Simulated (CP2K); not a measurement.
# TiNH2F3 (SMILES [NH2][Ti]([F])([F])[F]) at 3 levels

Wanted: a comparison of 3 runs (PM6, GFN1-xTB, IPEA1-xTB) of TiNH2F3. 

The results are computed with CP2K 2026.2.

2 further runs of the same task are left out: 2 set aside as unsound or not needed.

## 1. The molecule

TiNH2F3: 7 atoms, total charge 0, spin state singlet. As SMILES, `[NH2][Ti]([F])([F])[F]`. The shape is that of a PBE0-D4/def2-TZVP optimisation.

Bond lengths: N1–Ti2 1.854 Å, Ti2–F3 1.752 Å, Ti2–F4 1.761 Å, Ti2–F5 1.752 Å, N1–H6 1.011 Å, N1–H7 1.011 Å. Angles: N1–Ti2–F3 107.4°, N1–Ti2–F4 110.3°, N1–Ti2–F5 107.6°, F3–Ti2–F4 108.5°, F3–Ti2–F5 114.6°, F4–Ti2–F5 108.3°, Ti2–N1–H6 124.5°, Ti2–N1–H7 124.4°, H6–N1–H7 111.1°.

## 2. Energy and gradient at PM6 (run 1)

Contents of gas.inp:

```
&GLOBAL
  PROJECT_NAME gas
  RUN_TYPE ENERGY_FORCE
  PRINT_LEVEL MEDIUM
&END

&FORCE_EVAL
  METHOD QUICKSTEP
  &DFT
    CHARGE 0
    MULTIPLICITY 1
    ! Quickstep
    &QS
      METHOD PM6
      EPS_DEFAULT 1.0E-10
      &SE
        &COULOMB
          CUTOFF [angstrom] 50
          RC_RANGE [angstrom] 0
        &END
        &EXCHANGE
          CUTOFF [angstrom] 50
          RC_RANGE [angstrom] 0
        &END
      &END
    &END
    ! no periodic images
    &POISSON
      PERIODIC NONE
      POISSON_SOLVER ANALYTIC
    &END
    ! self-consistent field
    &SCF
      SCF_GUESS ATOMIC
      EPS_SCF 1.0E-06
      MAX_SCF 50
      &OT ON
        MINIMIZER CG
        PRECONDITIONER FULL_ALL
        ENERGY_GAP 0.001
      &END
      &OUTER_SCF
        EPS_SCF 1.0E-06
        MAX_SCF 5
      &END
    &END
    ! extra output
    &PRINT
      &MOMENTS
        PERIODIC F
        REFERENCE COM
        MAX_MOMENT 1
      &END
      &MO_CUBES
        NLUMO 1
        NHOMO -1
        WRITE_CUBE F
      &END
      &HIRSHFELD OFF
      &END
    &END
  &END
  &SUBSYS
    ! vacuum box
    &CELL
      ABC [angstrom] 14.9 15.4 14.4
      PERIODIC NONE
    &END
    &COORD
      UNIT bohr
      N     -1.1576462     1.6514317     0.6383495
      Ti     0.8027557    -1.0595694    -0.4000550
      F      1.7650042    -2.6868126     2.3168042
      F     -0.9953187    -3.1248511    -2.2895922
      F      3.2799976     0.1438082    -2.2376247
      H     -1.3829016     3.2669585    -0.3560244
      H     -2.1962397     1.6803445     2.2415931
    &END
    &TOPOLOGY
      &CENTER_COORDINATES
      &END
    &END
  &END
  ! extra output
  &PRINT
    &FORCES ON
    &END
  &END
&END
```

Launch:

```bash
OMP_NUM_THREADS=1 cp2k.psmp gas.inp > gas.out
```

Standard output:

```text
CP2K| version string:                                       CP2K version 2026.2
[...]
 GLOBAL| Method name                                                        CP2K
[...]
 GLOBAL| Run type                                                   ENERGY_FORCE
[...]
                             - Atoms:                                          7
[...]
                             - Spherical basis functions:                     27
[...]
 Number of electrons:                                                         32
[...]
     1 OT CG       0.15E+00    0.0     0.29889239       -57.0611507742 -5.71E+01
[...]
    50 OT CG       0.12E+00    0.0     0.00000074       -62.2557535190 -3.18E-11
  *** SCF run converged in    50 steps ***
  Core-core repulsion energy [eV]:                           2092.28634883026234
  Core Hamiltonian energy [eV]:                             -2879.62951201058013
  Two-electron integral energy [eV]:                        -1813.44408620926743
  Electronic energy [eV]:                                   -3786.35155511521361
  Total energy [eV]:                                        -1694.06520628495150
  Atomic reference energy [eV]:                              1682.12451321403796
  Heat of formation [kcal/mol]:                              -275.35894552446337
[...]
 SE_DIPOLE| Moment [Debye]          1.78974764      -2.81640644      -1.17623154
 SE_DIPOLE| Derivative [a.u.]       0.00000000       0.00000000       0.00000000
 *** WARNING in qs_scf_post_se.F:140 :: Printing of MO cube files not ***
 *** implemented for Semi-Empirical method.                           ***
 ENERGY| Total FORCE_EVAL ( QS ) energy [hartree]            -62.255753519026854
[...]
```

It took 1.5 s on 1 thread of Intel Xeon 6975P-C (Granite Rapids), shared host; peak memory 0.19 GiB.

## 3. Energy and gradient at GFN1-xTB (run 2)

Contents of molecule.xyz:

```xyz
7

N     -0.612600     0.873900     0.337800
Ti     0.424800    -0.560700    -0.211700
F      0.934000    -1.421800     1.226000
F     -0.526700    -1.653600    -1.211600
F      1.735700     0.076100    -1.184100
H     -0.731800     1.728800    -0.188400
H     -1.162200     0.889200     1.186200
```

Contents of calc.inp:

```
&GLOBAL
 PROJECT_NAME calc
 RUN_TYPE ENERGY_FORCE
 PRINT_LEVEL LOW
&END
&FORCE_EVAL
 METHOD Quickstep
 &DFT
  CHARGE 0
  MULTIPLICITY 1
  &QS
   METHOD XTB
   EPS_DEFAULT 1.0E-10
   &XTB
    GFN_TYPE TBLITE
    &TBLITE
     METHOD GFN1
    &END
    CHECK_ATOMIC_CHARGES F
   &END
  &END
  &POISSON
   PERIODIC NONE
   POISSON_SOLVER ANALYTIC
  &END
  &SCF
   SCF_GUESS ATOMIC
   EPS_SCF 1.0E-07
   MAX_SCF 150
   ADDED_MOS 2
   EPS_DIIS 0.5
   &DIAGONALIZATION
    ALGORITHM STANDARD
   &END
   &MIXING
    METHOD DIRECT_P_MIXING
    ALPHA 0.4
   &END
   &SMEAR ON
    METHOD FERMI_DIRAC
    ELECTRONIC_TEMPERATURE [K] 300
   &END
  &END
  &PRINT
   &MOMENTS
    PERIODIC F
    REFERENCE COM
    MAX_MOMENT 1
   &END
   &MO ON
    ENERGIES T
    OCCUPATION_NUMBERS T
    NDIGITS 6
    &EACH
     QS_SCF 0
    &END
    ADD_LAST NUMERIC
   &END
   &HIRSHFELD OFF
   &END
  &END
 &END
 &SUBSYS
  &CELL
   ABC [angstrom] 14.9 15.4 14.4
   PERIODIC NONE
  &END
  &TOPOLOGY
   COORD_FILE_NAME molecule.xyz
   COORD_FILE_FORMAT XYZ
   &CENTER_COORDINATES
   &END
  &END
 &END
 &PRINT
  &FORCES ON
  &END
 &END
&END
```

Launch:

```bash
OMP_NUM_THREADS=1 cp2k.psmp calc.inp > calc.out
```

Standard output:

```text
CP2K| version string:                                       CP2K version 2026.2
[...]
 GLOBAL| Method name                                                        CP2K
[...]
 GLOBAL| Run type                                                   ENERGY_FORCE
[...]
                             - Atoms:                                          7
[...]
                             - Spherical basis functions:                     29
[...]
 Number of electrons:                                                         32
[...]
  *** SCF run converged in    47 steps ***
[...]
  Fermi energy:                                                -0.41015099526755
[...]
 TB_DIPOLE| Moment [Debye]         -2.00149252       2.95298220       1.18309161
 TB_DIPOLE| Derivative [a.u.]       0.00000000       0.00000000       0.00000000
[...]
 ENERGY| Total FORCE_EVAL ( QS ) energy [hartree]            -21.237632581519403
 FORCES| Atomic forces [hartree/bohr]
 FORCES|   Atom     x               y               z               |f|
 FORCES|      1  1.50657394E-02 -2.15670591E-02 -8.40936405E-03   2.76194125E-02
 FORCES|      2  5.08033067E-03 -5.35309665E-03 -1.60156486E-03   7.55184835E-03
 FORCES|      3 -9.59897847E-03  1.64709515E-02 -2.52200966E-02   3.16146469E-02
 FORCES|      4  1.43774899E-02  1.94314181E-02  1.69398036E-02   2.95169302E-02
 FORCES|      5 -2.39073933E-02 -1.02725954E-02  1.78770208E-02   3.15702002E-02
 FORCES|      6 -1.40479880E-03 -1.09244301E-03  3.06122452E-03   3.54090200E-03
 FORCES|      7  3.87610499E-04  2.38282457E-03 -2.64702341E-03   3.58257279E-03
 FORCES| Sum     1.03703938E-16 -6.54858112E-17 -2.60208521E-17
 FORCES| Total atomic force                                       1.25379356E-16
[...]
```

It took 0.99 s on 1 thread of Intel Xeon 6975P-C (Granite Rapids), shared host; peak memory 0.19 GiB.

## 4. A single-point energy at IPEA1-xTB (run 3)

Contents of qs.inp:

```
&GLOBAL
 PROJECT_NAME qs
 RUN_TYPE ENERGY
 PRINT_LEVEL MEDIUM
&END GLOBAL

&FORCE_EVAL
 METHOD QS
 &DFT
  &QS
   METHOD XTB
   EPS_DEFAULT 1.0E-10
   &XTB
    GFN_TYPE TBLITE
    &TBLITE
     METHOD IPEA1
    &END TBLITE
    CHECK_ATOMIC_CHARGES F
   &END XTB
  &END QS
  # no periodic images
  &POISSON
   PERIODIC NONE
   POISSON_SOLVER ANALYTIC
  &END POISSON
  # self-consistent field
  &SCF
   SCF_GUESS ATOMIC
   EPS_SCF 1.0E-06
   MAX_SCF 150
   ADDED_MOS 2
   &DIAGONALIZATION
    ALGORITHM STANDARD
   &END DIAGONALIZATION
   &MIXING
    METHOD DIRECT_P_MIXING
    ALPHA 0.4
   &END MIXING
   &SMEAR ON
    METHOD FERMI_DIRAC
    ELECTRONIC_TEMPERATURE [K] 300
   &END SMEAR
  &END SCF
  # extra output
  &PRINT
   &MOMENTS
    PERIODIC F
    REFERENCE COM
    MAX_MOMENT 1
   &END MOMENTS
   &MO ON
    ENERGIES T
    OCCUPATION_NUMBERS T
    NDIGITS 6
    &EACH
     QS_SCF 0
    &END EACH
    ADD_LAST NUMERIC
   &END MO
   &HIRSHFELD OFF
   &END HIRSHFELD
  &END PRINT
 &END DFT
 &SUBSYS
  &CELL
   ABC 10.9 11.4 10.4
   PERIODIC NONE
  &END CELL
  &COORD
   N     -0.612600     0.873900     0.337800
   Ti     0.424800    -0.560700    -0.211700
   F      0.934000    -1.421800     1.226000
   F     -0.526700    -1.653600    -1.211600
   F      1.735700     0.076100    -1.184100
   H     -0.731800     1.728800    -0.188400
   H     -1.162200     0.889200     1.186200
  &END COORD
  &TOPOLOGY
   &CENTER_COORDINATES
   &END CENTER_COORDINATES
  &END TOPOLOGY
 &END SUBSYS
&END FORCE_EVAL
```

Launch:

```bash
OMP_NUM_THREADS=1 cp2k.psmp qs.inp > qs.out
```

Standard output:

```text
CP2K| version string:                                       CP2K version 2026.2
[...]
 GLOBAL| Method name                                                        CP2K
[...]
 GLOBAL| Run type                                                         ENERGY
[...]
                             - Atoms:                                          7
[...]
                             - Spherical basis functions:                     33
[...]
 Number of electrons:                                                         32
[...]
  *** SCF run converged in    30 steps ***
[...]
  Fermi energy:                                                -0.33993675317129
[...]
 TB_DIPOLE| Moment [Debye]         -1.70059909       2.63391428       1.08630248
 TB_DIPOLE| Derivative [a.u.]       0.00000000       0.00000000       0.00000000
[...]
 ENERGY| Total FORCE_EVAL ( QS ) energy [hartree]            -22.538242493426772
[...]
```

Wall time 0.97 s (1 thread of Intel Xeon 6975P-C (Granite Rapids), shared host); peak memory 0.19 GiB.

## 5. All runs side by side

```
run      level  SCF convergence threshold  iteration cap  energy (Eh)  dipole moment (D)  largest force (eV/Å)  wall time
  1        PM6                      1e-06             50   -62.255754               3.54                 1.658      1.5 s
  2   GFN1-xTB                      1e-07            150   -21.237633               3.76                 1.626     0.99 s
  3  IPEA1-xTB                      1e-06            150   -22.538242               3.32                     –     0.97 s
```

## 6. Results

```
                                        quantity         value
                             run 3: total energy  -22.53824 Eh
run 3: dipole moment (from atomic charges alone)        3.32 D
                              run 3: HOMO energy     -11.90 eV
                              run 3: LUMO energy      -8.37 eV
                            run 3: HOMO–LUMO gap       3.53 eV
```

In words: The dipole moment (its size) runs from 3.32 D (IPEA1-xTB) to 3.76 D (GFN1-xTB). Some of these are taken from atomic charges alone. Force-field and semi-empirical energies have zeros of their own, so their totals don't compare. All runs together took 3.5 s, the longest 1.5 s.
